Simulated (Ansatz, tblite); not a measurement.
# C₅H₁₄OSn: isomers side by side, part 3 of 3

Aim: relax some chosen isomers of C₅H₁₄OSn, and see how the levels of theory order them.

Ansatz 0.2.0, Gaussian basis; relaxed with PBE-D4/def2-SVP, singlet. The steps go on from the part before.

## 16. Candidate A, MP2/def2-TZVP

The input, in.yaml:

```yaml
crystal:
  periodic: [false, false, false]
  atoms:
    - {symbol: C, position_ang: [2.980585, 0.960785, -0.763229]}
    - {symbol: C, position_ang: [-0.170518, 2.668852, -0.513499]}
    - {symbol: C, position_ang: [-0.720794, -1.361683, 0.543361]}
    - {symbol: C, position_ang: [-0.925079, -2.768464, -0.020486]}
    - {symbol: C, position_ang: [-2.039110, -0.581533, 0.618097]}
    - {symbol: O, position_ang: [0.233296, -0.717162, -0.286788]}
    - {symbol: Sn, position_ang: [1.068996, 1.054623, 0.238872]}
    - {symbol: H, position_ang: [1.180723, 1.052139, 1.978747]}
    - {symbol: H, position_ang: [3.480415, 1.948284, -0.737327]}
    - {symbol: H, position_ang: [2.813303, 0.662866, -1.816066]}
    - {symbol: H, position_ang: [3.625910, 0.208347, -0.272238]}
    - {symbol: H, position_ang: [-1.142481, 2.685419, 0.014847]}
    - {symbol: H, position_ang: [-0.347824, 2.509042, -1.594573]}
    - {symbol: H, position_ang: [0.342304, 3.639999, -0.368102]}
    - {symbol: H, position_ang: [-0.327290, -1.464744, 1.589815]}
    - {symbol: H, position_ang: [-1.327782, -2.706958, -1.052851]}
    - {symbol: H, position_ang: [-1.630588, -3.357097, 0.600885]}
    - {symbol: H, position_ang: [0.042766, -3.305701, -0.064278]}
    - {symbol: H, position_ang: [-1.888777, 0.419733, 1.075327]}
    - {symbol: H, position_ang: [-2.452229, -0.432985, -0.401499]}
    - {symbol: H, position_ang: [-2.795825, -1.113760, 1.231005]}
basis:
  gaussian: {orbitals: def2-TZVP, initial_orbitals: start.molden}
correlation: {method: mp2}
scf: {omitted_lower_state_checks: [starts]}
output: {orbitals: {seedname: orbitals}}
```

On the command line:

```sh
ansatz run in.yaml --threads 4 --pin off --events-out ev --progress --plain --max-ram 4787MiB
```

Log, shortened:

```text
Functional definition: HF
  name "HF"
  cite "Fock, Z. Phys. 61, 126 (1930) doi:10.1007/BF01340294"
  parent pbe
[...]
2373 factors; integrals over basis functions are off by at most 1.3e-3 eV
[...]
mean field -13219.47844989 eV, -485.8068725490 hartree, gradient 4.3e-6 eV, S^2 0.000000; 0 other end points of the search recorded, 0 dependent functions left out
10 core orbitals not correlated: weight in the atoms' cores, before any rotation towards them, 1.000 or more for the frozen orbitals, at most 0.000 for the correlated occupied ones
reference -13219.47844989 eV, -485.8068725490 hartree; 27, 27 occupied and 283, 283 virtual orbitals, 2373 factors
second order -38.78424252 eV of doubles, -0.00000000 eV of singles
Total energy: -13258.26269241 eV, -487.2321671727 hartree
Checks for a lower state left out: starts
```

Wall time 4.1 s (4 threads of AMD EPYC 9R45, shared host); peak memory 1.2 GiB.

Hartree-Fock HOMO -10.49 eV, LUMO 2.68 eV.

## 17. Candidate A, RPA/def2-TZVP

Edit in.yaml of step 16 so:

```diff
@@ -26,4 +26,4 @@
   gaussian: {orbitals: def2-TZVP, initial_orbitals: start.molden}
-correlation: {method: mp2}
+hamiltonian: {xc: pbe}
+correlation: {method: rpa}
 scf: {omitted_lower_state_checks: [starts]}
-output: {orbitals: {seedname: orbitals}}
```

Same command.

Log, shortened:

```text
Functional definition: PBE
  name "PBE"
  cite "Perdew, Burke & Ernzerhof, Phys. Rev. Lett. 77, 3865 (1996) doi:10.1103/PhysRevLett.77.3865"
  parent pbe
[...]
2373 factors; integrals over basis functions are off by at most 1.3e-3 eV
[...]
mean field -13285.17410721 eV, -488.2211434255 hartree, gradient 3.6e-6 eV, S^2 0.000000; 0 other end points of the search recorded, 0 dependent functions left out
10 core orbitals not correlated: weight in the atoms' cores, before any rotation towards them, 1.000 or more for the frozen orbitals, at most 0.000 for the correlated occupied ones
reference -13217.16153100 eV, -485.7217273506 hartree; 27, 27 occupied and 283, 283 virtual orbitals, 2373 factors
Total energy: -13279.41565547 eV, -488.0095242274 hartree
Checks for a lower state left out: starts
```

Run time: 6.5 s. Hardware: 4 threads of AMD EPYC 9R45, shared host; peak memory 1.3 GiB.

## 18. Candidate C, GFN1-xTB

Tight binding, by tblite at 300 K electronic temperature and without a spin-polarisation term:

```python
tblite.interface.Calculator('GFN1-xTB', numbers, positions, charge=0, uhf=0).singlepoint()
```

Energy -688.8961 eV, HOMO -11.87 eV, LUMO -6.10 eV; 0.009 s.

## 19. Candidate C, GFN2-xTB

Tight binding, by tblite at 300 K electronic temperature and without a spin-polarisation term:

```python
tblite.interface.Calculator('GFN2-xTB', numbers, positions, charge=0, uhf=0).singlepoint()
```

Energy -652.6583 eV, HOMO -10.81 eV, LUMO -6.13 eV; 0.008 s.

## 20. Candidate C, PBE0-D4/def2-TZVP

The input, in.yaml:

```yaml
crystal:
  periodic: [false, false, false]
  atoms:
    - {symbol: C, position_ang: [-0.774421, 3.436041, -0.595462]}
    - {symbol: C, position_ang: [-0.037295, -1.073547, -0.009833]}
    - {symbol: C, position_ang: [-0.128200, -1.321172, 1.505841]}
    - {symbol: C, position_ang: [-1.053808, -1.957999, -0.749811]}
    - {symbol: C, position_ang: [1.385359, -1.372017, -0.513142]}
    - {symbol: O, position_ang: [-0.421290, 0.265301, -0.328753]}
    - {symbol: Sn, position_ang: [0.510597, 1.949743, 0.294985]}
    - {symbol: H, position_ang: [0.522948, 2.018661, 2.031500]}
    - {symbol: H, position_ang: [2.132482, 1.994028, -0.326983]}
    - {symbol: H, position_ang: [-0.446431, 4.452790, -0.307430]}
    - {symbol: H, position_ang: [-1.811308, 3.269703, -0.247180]}
    - {symbol: H, position_ang: [-0.738702, 3.334995, -1.696610]}
    - {symbol: H, position_ang: [0.083972, -2.379839, 1.759507]}
    - {symbol: H, position_ang: [0.602790, -0.693781, 2.058213]}
    - {symbol: H, position_ang: [-1.143046, -1.070279, 1.874665]}
    - {symbol: H, position_ang: [-2.080070, -1.720417, -0.406023]}
    - {symbol: H, position_ang: [-0.859706, -3.035590, -0.575003]}
    - {symbol: H, position_ang: [-1.003735, -1.758862, -1.838639]}
    - {symbol: H, position_ang: [2.136701, -0.749116, 0.016993]}
    - {symbol: H, position_ang: [1.462406, -1.154803, -1.597429]}
    - {symbol: H, position_ang: [1.660747, -2.433833, -0.349415]}
basis:
  gaussian: {orbitals: def2-TZVP, initial_orbitals: start.molden}
hamiltonian: {xc: pbe0, dispersion: d4}
scf: {omitted_lower_state_checks: [starts]}
output: {orbitals: {seedname: orbitals}}
```

Launched as before.

Log, shortened:

```text
Functional definition: PBE0
  name "PBE0"
  cite "Adamo & Barone, J. Chem. Phys. 110, 6158 (1999) doi:10.1063/1.478522"
  cite "Perdew, Burke & Ernzerhof, Phys. Rev. Lett. 77, 3865 (1996) doi:10.1103/PhysRevLett.77.3865"
  parent pbe
[...]
2128 factors; their error is unknown
[...]
mean field -13286.23331727 eV, -488.2600686774 hartree, gradient 2.0e-5 eV, S^2 0.000000; 0 other end points of the search recorded, 0 dependent functions left out
reference -13286.23336436 eV, -488.2600704077 hartree; 37, 37 occupied and 283, 283 virtual orbitals, 2128 factors
Total energy: -13286.66525749 eV, -488.2759421877 hartree
Checks for a lower state left out: starts
```

Wall time 3.2 s (4 threads of AMD EPYC 9R45, shared host); peak memory 1.3 GiB.

HOMO -7.23 eV, LUMO -0.11 eV.

## 21. Candidate C, PBE-D4/def2-TZVP

Edit in.yaml of step 20 so:

```diff
@@ -26,4 +26,4 @@
   gaussian: {orbitals: def2-TZVP, initial_orbitals: start.molden}
-hamiltonian: {xc: pbe0, dispersion: d4}
+hamiltonian: {xc: pbe, dispersion: d4}
 scf: {omitted_lower_state_checks: [starts]}
-output: {orbitals: {seedname: orbitals}}
+output: {forces: true, orbitals: {seedname: orbitals}}
```

Same command.

Log, shortened:

```text
Functional definition: PBE
  name "PBE"
  cite "Perdew, Burke & Ernzerhof, Phys. Rev. Lett. 77, 3865 (1996) doi:10.1103/PhysRevLett.77.3865"
  parent pbe
[...]
2055 factors; their error is unknown
[...]
mean field -13284.92367999 eV, -488.2119403951 hartree, gradient 1.1e-5 eV, S^2 0.000000; 0 other end points of the search recorded, 0 dependent functions left out
[...]
Atom 17 at    -1.003735    -1.758862    -1.838639 Å, force    -0.003483    -0.063119     0.273917 eV/Å
Atom 18 at     2.136701    -0.749116     0.016993 Å, force    -0.195271    -0.145125    -0.125010 eV/Å
Atom 19 at     1.462406    -1.154803    -1.597429 Å, force    -0.028847    -0.051404     0.275836 eV/Å
Atom 20 at     1.660747    -2.433833    -0.349415 Å, force    -0.085660     0.260719    -0.034888 eV/Å
Dipole moment:     0.094292     0.159656     0.068026 e Å
Checks for a lower state left out: starts
```

Run time: 2.5 s. Hardware: 4 threads of AMD EPYC 9R45, shared host; peak memory 0.56 GiB.

Report: HOMO -5.72 eV, LUMO -0.97 eV.

## 22. Candidate C, r2SCAN-D4/def2-TZVP

Edit in.yaml of step 21 so:

```diff
@@ -26,4 +26,4 @@
   gaussian: {orbitals: def2-TZVP, initial_orbitals: start.molden}
-hamiltonian: {xc: pbe, dispersion: d4}
+hamiltonian: {xc: r2scan, dispersion: d4}
 scf: {omitted_lower_state_checks: [starts]}
-output: {forces: true, orbitals: {seedname: orbitals}}
+output: {orbitals: {seedname: orbitals}}
```

Same command.

Log, shortened:

```text
Functional definition: r2SCAN
  name "r2SCAN"
  cite "Furness, Kaplan, Ning, Perdew & Sun, J. Phys. Chem. Lett. 11, 8208 (2020) doi:10.1021/acs.jpclett.0c02405"
  cite "Furness, Kaplan, Ning, Perdew & Sun, J. Phys. Chem. Lett. 11, 9248 (2020) doi:10.1021/acs.jpclett.0c03077"
  parent r2scan
[...]
2055 factors; their error is unknown
[...]
mean field -13292.87465764 eV, -488.5041334341 hartree, gradient 1.2e-5 eV, S^2 0.000000; 0 other end points of the search recorded, 0 dependent functions left out
reference -13292.87467632 eV, -488.5041341208 hartree; 37, 37 occupied and 283, 283 virtual orbitals, 2055 factors
Total energy: -13293.01059695 eV, -488.5091291116 hartree
Checks for a lower state left out: starts
```

Wall time 3.3 s (4 threads of AMD EPYC 9R45, shared host); peak memory 0.61 GiB.

Report: HOMO -6.03 eV, LUMO -0.66 eV.

## 23. Candidate C, PBE-QIDH/def2-TZVP

Edit in.yaml of step 22 so:

```diff
@@ -26,4 +26,3 @@
   gaussian: {orbitals: def2-TZVP, initial_orbitals: start.molden}
-hamiltonian: {xc: r2scan, dispersion: d4}
+hamiltonian: {xc: {name: PBE-QIDH}}
 scf: {omitted_lower_state_checks: [starts]}
-output: {orbitals: {seedname: orbitals}}
```

The command is unchanged.

Log, shortened:

```text
Functional definition: PBE-QIDH
  name "PBE-QIDH"
  cite "Brémond, Sancho-García, Pérez-Jiménez & Adamo, J. Chem. Phys. 141, 031101 (2014) doi:10.1063/1.4890314"
  cite "Perdew, Burke & Ernzerhof, Phys. Rev. Lett. 77, 3865 (1996) doi:10.1103/PhysRevLett.77.3865"
[...]
2375 factors; integrals over basis functions are off by at most 1.3e-3 eV
[...]
mean field -13265.10663353 eV, -487.4836773698 hartree, gradient 2.0e-6 eV, S^2 0.000000; 0 other end points of the search recorded, 0 dependent functions left out
10 core orbitals not correlated: weight in the atoms' cores, before any rotation towards them, 1.000 or more for the frozen orbitals, at most 0.000 for the correlated occupied ones
reference -13265.10665205 eV, -487.4836780506 hartree; 27, 27 occupied and 283, 283 virtual orbitals, 2375 factors
second order -43.65871255 eV of doubles, -0.00000000 eV of singles
Total energy: -13279.65955623 eV, -488.0184874150 hartree
Checks for a lower state left out: starts
```

Wall time 6.5 s (4 threads of AMD EPYC 9R45, shared host); peak memory 1.4 GiB.

## 24. Candidate C, r2SCAN0-D4/def2-TZVP

Edit in.yaml of step 23 so:

```diff
@@ -26,3 +26,4 @@
   gaussian: {orbitals: def2-TZVP, initial_orbitals: start.molden}
-hamiltonian: {xc: {name: PBE-QIDH}}
+hamiltonian: {xc: {name: r2SCAN0}, dispersion: d4}
 scf: {omitted_lower_state_checks: [starts]}
+output: {orbitals: {seedname: orbitals}}
```

Same command.

Log, shortened:

```text
Functional definition: r2SCAN0
  name "r2SCAN0"
  cite "Bursch, Neugebauer, Ehlert & Grimme, J. Chem. Phys. 156, 134105 (2022) doi:10.1063/5.0086040"
  cite "Furness, Kaplan, Ning, Perdew & Sun, J. Phys. Chem. Lett. 11, 8208 (2020) doi:10.1021/acs.jpclett.0c02405"
  cite "Furness, Kaplan, Ning, Perdew & Sun, J. Phys. Chem. Lett. 11, 9248 (2020) doi:10.1021/acs.jpclett.0c03077"
  parent r2scan
[...]
2128 factors; their error is unknown
[...]
mean field -13291.31614623 eV, -488.4468591964 hartree, gradient 2.1e-5 eV, S^2 0.000000; 0 other end points of the search recorded, 0 dependent functions left out
reference -13291.31616101 eV, -488.4468597393 hartree; 37, 37 occupied and 283, 283 virtual orbitals, 2128 factors
Total energy: -13291.47392889 eV, -488.4526576021 hartree
Checks for a lower state left out: starts
```

Wall time 4.3 s (4 threads of AMD EPYC 9R45, shared host); peak memory 1.3 GiB.

Report: HOMO -7.45 eV, LUMO 0.09 eV.

## 25. Candidate C, LC-ωPBE/def2-TZVP

Edit in.yaml of step 24 so:

```diff
@@ -26,3 +26,3 @@
   gaussian: {orbitals: def2-TZVP, initial_orbitals: start.molden}
-hamiltonian: {xc: {name: r2SCAN0}, dispersion: d4}
+hamiltonian: {xc: {name: LC-wPBE}}
 scf: {omitted_lower_state_checks: [starts]}
```

Same command.

Log, shortened:

```text
Functional definition: LC-wPBE
  name "LC-wPBE"
  cite "Vydrov & Scuseria, J. Chem. Phys. 125, 234109 (2006) doi:10.1063/1.2409292"
  cite "Heyd & Scuseria, J. Chem. Phys. 120, 7274 (2004) doi:10.1063/1.1668634"
  cite "Ernzerhof & Perdew, J. Chem. Phys. 109, 3313 (1998) doi:10.1063/1.476928"
  cite "Perdew, Burke & Ernzerhof, Phys. Rev. Lett. 77, 3865 (1996) doi:10.1103/PhysRevLett.77.3865"
  parent pbe
[...]
2055 factors; their error is unknown
730 factors; integrals over basis functions are off by at most 1.5e-5 eV
[...]
mean field -13291.75165861 eV, -488.4628639811 hartree, gradient 8.0e-6 eV, S^2 0.000000; 0 other end points of the search recorded, 0 dependent functions left out
reference -13291.75165862 eV, -488.4628639815 hartree; 37, 37 occupied and 283, 283 virtual orbitals, 2055 factors
Total energy: -13291.75165862 eV, -488.4628639815 hartree
Checks for a lower state left out: starts
```

Wall time 2.6 s (4 threads of AMD EPYC 9R45, shared host); peak memory 0.91 GiB.

From the report: HOMO -9.96 eV, LUMO 1.90 eV.

## 26. Candidate C, PBE-D4/def2-SVP

Edit in.yaml of step 25 so:

```diff
@@ -25,4 +25,4 @@
 basis:
-  gaussian: {orbitals: def2-TZVP, initial_orbitals: start.molden}
-hamiltonian: {xc: {name: LC-wPBE}}
+  gaussian: {orbitals: def2-SVP, initial_orbitals: start.molden}
+hamiltonian: {xc: pbe, dispersion: d4}
 scf: {omitted_lower_state_checks: [starts]}
```

Launched as before.

Log, shortened:

```text
Functional definition: PBE
  name "PBE"
  cite "Perdew, Burke & Ernzerhof, Phys. Rev. Lett. 77, 3865 (1996) doi:10.1103/PhysRevLett.77.3865"
  parent pbe
[...]
2036 factors; their error is unknown
[...]
mean field -13276.22865804 eV, -487.8924042321 hartree, gradient 1.2e-5 eV, S^2 0.000000; 0 other end points of the search recorded, 0 dependent functions left out
reference -13276.22870758 eV, -487.8924060525 hartree; 37, 37 occupied and 143, 143 virtual orbitals, 2036 factors
Total energy: -13276.73320277 eV, -487.9109459087 hartree
Checks for a lower state left out: starts
```

Run time: 1.1 s. Hardware: 4 threads of AMD EPYC 9R45, shared host.

Report: HOMO -5.52 eV, LUMO -0.68 eV.

## 27. Candidate C, PBE0-D4/def2-SVP

Edit in.yaml of step 26 so:

```diff
@@ -26,3 +26,3 @@
   gaussian: {orbitals: def2-SVP, initial_orbitals: start.molden}
-hamiltonian: {xc: pbe, dispersion: d4}
+hamiltonian: {xc: pbe0, dispersion: d4}
 scf: {omitted_lower_state_checks: [starts]}
```

Same command.

Log, shortened:

```text
Functional definition: PBE0
  name "PBE0"
  cite "Adamo & Barone, J. Chem. Phys. 110, 6158 (1999) doi:10.1063/1.478522"
  cite "Perdew, Burke & Ernzerhof, Phys. Rev. Lett. 77, 3865 (1996) doi:10.1103/PhysRevLett.77.3865"
  parent pbe
[...]
2099 factors; their error is unknown
[...]
mean field -13277.75001907 eV, -487.9483132186 hartree, gradient 1.1e-5 eV, S^2 0.000000; 0 other end points of the search recorded, 0 dependent functions left out
reference -13277.75005745 eV, -487.9483146290 hartree; 37, 37 occupied and 143, 143 virtual orbitals, 2099 factors
Total energy: -13278.18195058 eV, -487.9641864089 hartree
Checks for a lower state left out: starts
```

Run time: 1.4 s. Hardware: 4 threads of AMD EPYC 9R45, shared host; peak memory 0.65 GiB.

Report: HOMO -7.09 eV, LUMO 0.21 eV.

## 28. Candidate C, MP2/def2-TZVP

Edit in.yaml of step 27 so:

```diff
@@ -25,4 +25,4 @@
 basis:
-  gaussian: {orbitals: def2-SVP, initial_orbitals: start.molden}
-hamiltonian: {xc: pbe0, dispersion: d4}
+  gaussian: {orbitals: def2-TZVP, initial_orbitals: start.molden}
+correlation: {method: mp2}
 scf: {omitted_lower_state_checks: [starts]}
```

Launched as before.

Log, shortened:

```text
Functional definition: HF
  name "HF"
  cite "Fock, Z. Phys. 61, 126 (1930) doi:10.1007/BF01340294"
  parent pbe
[...]
2375 factors; integrals over basis functions are off by at most 1.3e-3 eV
[...]
mean field -13219.27024830 eV, -485.7992212819 hartree, gradient 4.7e-6 eV, S^2 0.000000; 0 other end points of the search recorded, 0 dependent functions left out
10 core orbitals not correlated: weight in the atoms' cores, before any rotation towards them, 1.000 or more for the frozen orbitals, at most 0.000 for the correlated occupied ones
reference -13219.27024830 eV, -485.7992212819 hartree; 27, 27 occupied and 283, 283 virtual orbitals, 2375 factors
second order -38.77489732 eV of doubles, -0.00000000 eV of singles
Total energy: -13258.04514563 eV, -487.2241724760 hartree
Checks for a lower state left out: starts
```

Wall time 4.1 s (4 threads of AMD EPYC 9R45, shared host); peak memory 1.3 GiB.

Hartree-Fock HOMO -10.96 eV, LUMO 2.49 eV.

## 29. Candidate C, RPA/def2-TZVP

Edit in.yaml of step 28 so:

```diff
@@ -26,4 +26,4 @@
   gaussian: {orbitals: def2-TZVP, initial_orbitals: start.molden}
-correlation: {method: mp2}
+hamiltonian: {xc: pbe}
+correlation: {method: rpa}
 scf: {omitted_lower_state_checks: [starts]}
-output: {orbitals: {seedname: orbitals}}
```

Same command.

Log, shortened:

```text
Functional definition: PBE
  name "PBE"
  cite "Perdew, Burke & Ernzerhof, Phys. Rev. Lett. 77, 3865 (1996) doi:10.1103/PhysRevLett.77.3865"
  parent pbe
[...]
2375 factors; integrals over basis functions are off by at most 1.3e-3 eV
[...]
mean field -13284.92353588 eV, -488.2119350991 hartree, gradient 3.4e-6 eV, S^2 0.000000; 0 other end points of the search recorded, 0 dependent functions left out
10 core orbitals not correlated: weight in the atoms' cores, before any rotation towards them, 1.000 or more for the frozen orbitals, at most 0.000 for the correlated occupied ones
reference -13216.90847976 eV, -485.7124278890 hartree; 27, 27 occupied and 283, 283 virtual orbitals, 2375 factors
Total energy: -13279.23617821 eV, -488.0029285595 hartree
Checks for a lower state left out: starts
```

Run time: 6 s. Hardware: 4 threads of AMD EPYC 9R45, shared host; peak memory 1.3 GiB.

## 30. A against B

The energies of B at these levels come from its own runs, whose logs aren't repeated here.

```tsv
level	A above B (kcal/mol)	time
GFN1-xTB	-6.5	0.019 s
GFN2-xTB	-13.8	0.015 s
HF/def2-TZVP	+3.2	
PBE-D4/def2-SVP	+1.5	2.1 s
PBE-D4/def2-TZVP	+3.7	4.7 s
r2SCAN-D4/def2-TZVP	+3.3	5.9 s
PBE0-D4/def2-SVP	+1.4	2.8 s
PBE0-D4/def2-TZVP	+3.3	8 s
r2SCAN0-D4/def2-TZVP	+3.0	8.1 s
LC-ωPBE/def2-TZVP	+3.3	5.1 s
PBE-QIDH/def2-TZVP	+3.6	12 s
RPA/def2-TZVP	+3.8	13 s
MP2/def2-TZVP	+4.8	7.8 s
```

Times add the two runs; a level without a time comes out of a correlated run.

## 31. C against B

The energies of B at these levels come from its own runs, whose logs aren't repeated here.

```tsv
level	C above B (kcal/mol)	time
GFN1-xTB	-14.5	0.017 s
GFN2-xTB	-27.0	0.015 s
HF/def2-TZVP	+8.0	
PBE-D4/def2-SVP	+4.0	2.1 s
PBE-D4/def2-TZVP	+8.6	4.7 s
r2SCAN-D4/def2-TZVP	+7.6	6.1 s
PBE0-D4/def2-SVP	+3.8	2.8 s
PBE0-D4/def2-TZVP	+7.7	6.5 s
r2SCAN0-D4/def2-TZVP	+7.1	8.2 s
LC-ωPBE/def2-TZVP	+7.7	5.1 s
PBE-QIDH/def2-TZVP	+8.1	12 s
RPA/def2-TZVP	+7.9	12 s
MP2/def2-TZVP	+9.8	7.8 s
```

Times add the two runs; a level without a time comes out of a correlated run.

## 32. Summary of results

The summary covers parts 1 to 3.

| quantity | value |
| --- | --- |
| A above B, range of the levels free of doubt, tight binding aside | +1.4 to +4.8 kcal/mol |
| levels that put A lower | GFN1-xTB, GFN2-xTB |
| C above B, range of the levels free of doubt, tight binding aside | +3.8 to +9.8 kcal/mol |
| levels that put C lower | GFN1-xTB, GFN2-xTB |

**Reading.** The levels disagree on A and B: 2 of 13 put A lower. The levels disagree on C and B: 2 of 13 put C lower. Only these isomers were run, one conformer each; others of the formula can lie lower. Only singlets are compared; another spin may lie lower and prefer another shape.
